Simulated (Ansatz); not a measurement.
# Pt: the cost of one run

Method: DFT r2SCAN, scalar-relativistic, plane waves, PAW, in Ansatz 0.2.0.

2 further runs of the same task are left out: 1 that didn't finish, 1 set aside as unsound or not needed.

## 1. The structure to begin with

It takes space group Fm-3m (No. 225, cubic). The conventional cell has a = 3.940 Å, b = 3.940 Å, c = 3.940 Å, α = 90.00°, β = 90.00°, γ = 90.00°. Pt (site symmetry m-3m) is surrounded by 12 Pt at 2.79 Å.

As a file:

```xyz
1
Lattice="0.0000 1.9701 1.9701 1.9701 0.0000 1.9701 1.9701 1.9701 0.0000" Properties=species:S:1:pos:R:3 pbc="T T T"
Pt    0.0000    0.0000    0.0000
```

This cell was relaxed beforehand with the same method: volume 15.29 Å³/atom, gap on the mesh none (metal).

## 2. Bands, states and charges

input.yaml reads:

```yaml
crystal:
  lattice:
    - [0.0, 1.970094681, 1.970094681]
    - [1.970094681, 0.0, 1.970094681]
    - [1.970094681, 1.970094681, 0.0]
  atoms:
    - { symbol: Pt, position: [0.0, 0.0, 0.0] }
basis:
  ecutwfc: 500
kpoints:
  mp_grid: { grid: [18, 18, 18] }
  band_path:
    path:
      - [[0.0, 0.0, 0.0], [0.5, 0.0, 0.5], [0.625, 0.25, 0.625]]
      - [[0.375, 0.375, 0.75], [0.0, 0.0, 0.0], [0.5, 0.5, 0.5], [0.5, 0.25, 0.75], [0.5, 0.0, 0.5]]
    npoints: 14
hamiltonian:
  xc: r2scan
scf:
  occupations: { method: gaussian, width: 0.1 }
  n_extra_bands: 6
output:
  forces: true
  stress: true
  eigenvalues: true
  populations: true
  dos: { projected: true, de: 0.02, nscf_kmesh: { grid: [27, 27, 27] } }
  bader: true
  write_density: true
  write_potential: true
  elf: true
  volumetric_format: npy
```

Run with:

```sh
$ ansatz run input.yaml --threads 1 --pin off --max-ram 2560MiB --backend cpu --events-out ev --progress --plain --runs-dir out
```

**Question.** How long does this run take on 1 thread of Arm Neoverse V2, shared host, and how much memory does it need?

About 16 s, with a peak of 0.38 GiB.
